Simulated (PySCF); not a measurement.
**CoOH3: relaxation and vibrations of the quintet**

The task is one start of a wider search on CoOH3: the quintet, from a square planar start. It is relaxed, tested by its Hessian and followed downhill if it is a saddle.

The runs use PySCF 2.14.0; PBE0, basis Co def2-TZVP, O def2-TZVP, H def2-TZVP, no relativity, density fitting.

## Step 1: Where the work starts

5 atoms, charge 0, spin multiplicity 5.

Bond lengths: Co1–O2 1.600 Å, Co1–H3 1.430 Å, Co1–H4 1.430 Å, Co1–H5 1.430 Å. Angles: O2–Co1–H3 90.0°, O2–Co1–H4 180.0°, O2–Co1–H5 90.0°, H3–Co1–H4 90.0°, H3–Co1–H5 180.0°, H4–Co1–H5 90.0°.

Z-matrix (Å, degrees; charge 0 multiplicity 5):
```
Co
O  1 1.6000
H  1 1.4300 2 90.00
H  1 1.4300 3 90.00 2 180.00
H  1 1.4300 2 90.00 3 180.00
```

## Step 2: First SCF at the start

One driver script runs all steps and calls PySCF; scf.py shows how it sets up the SCF of each step. The optimiser is the driver's own. After this first run the driver tries any further starts and a stability analysis.

scf.py

```python
from pyscf import gto, scf, dft
mol = gto.M(atom='''
Co     0.000000     0.000000     0.000000
O     -0.000000    -1.600000     0.000000
H      1.430000     0.000000     0.000000
H      0.000000     1.430000     0.000000
H     -1.430000     0.000000     0.000000''',
    basis={'Co': 'def2-TZVP', 'O': 'def2-TZVP', 'H': 'def2-TZVP'},
    charge=0, spin=4)
mf = dft.UKS(mol, xc='PBE0')
mf.grids.atom_grid = (50, 194)
aux = {'Co': 'def2-universal-JKFIT', 'O': 'def2-universal-JKFIT', 'H': 'def2-universal-JKFIT'}
mf = mf.density_fit(auxbasis=aux)
mf.conv_tol = 1e-08
mf.diis_space = 10
mf.max_cycle = 60
mf.init_guess = 'minao'
mf.verbose = 4
mf.kernel()
```

Launch:

```console
$ OMP_NUM_THREADS=4 python axn.py task.json out
```

Further steps of the session: Relaxing the quintet from the square planar start; Is it a minimum? Harmonic modes; Downhill along the imaginary mode; Frequencies.

Q: Predict the outcome of this session. Wanted: minimum; geometry; wavenumbers; dipole moment; highest occupied, lowest empty level; polar-tensor charge of Co1; zero-point energy; atomisation energy; ⟨S²⟩.

The runs gave:

```
                                          quantity                                                                                         value
                                           minimum                                                                                   quintet, Cs
                                          geometry                                        Co–H 1.593 Å, Co–O 1.638 Å, H–H 0.763 Å; H–Co–O 148.0°
                                wavenumbers (cm⁻¹)  207 (a'), 267 (a'), 272 (a''), 350 (a''), 404 (a'), 783 (a'), 832 (a'), 1810 (a'), 4157 (a')
                                     dipole moment                                                                                        2.89 D
highest occupied, lowest empty level (either spin)                                                                               -7.85, -3.24 eV
                        polar-tensor charge of Co1                                                                                       +0.81 e
                                 zero-point energy                                                                                   54.3 kJ/mol
                               entropy at 298.15 K                                                                               297.9 J/(mol K)
         atomisation energy (no zero-point energy)                                                                                   1058 kJ/mol
                                              ⟨S²⟩                                                                                         6.026
```

In words: From C2v at the start the molecule goes to a Cs minimum, after a stop at a second-order saddle point 227.2 kJ/mol higher, from which it was pushed off along an imaginary mode. In the infrared the band at 1810 cm⁻¹ (a') leads. Most of the spin sits on Co1 (Mulliken spin 2.90, against 4 for the whole molecule). Only this shape and spin were tried, so other structures or states may lie lower. Open d and f shells are described by one determinant, and the ground state may have another occupation or spin.
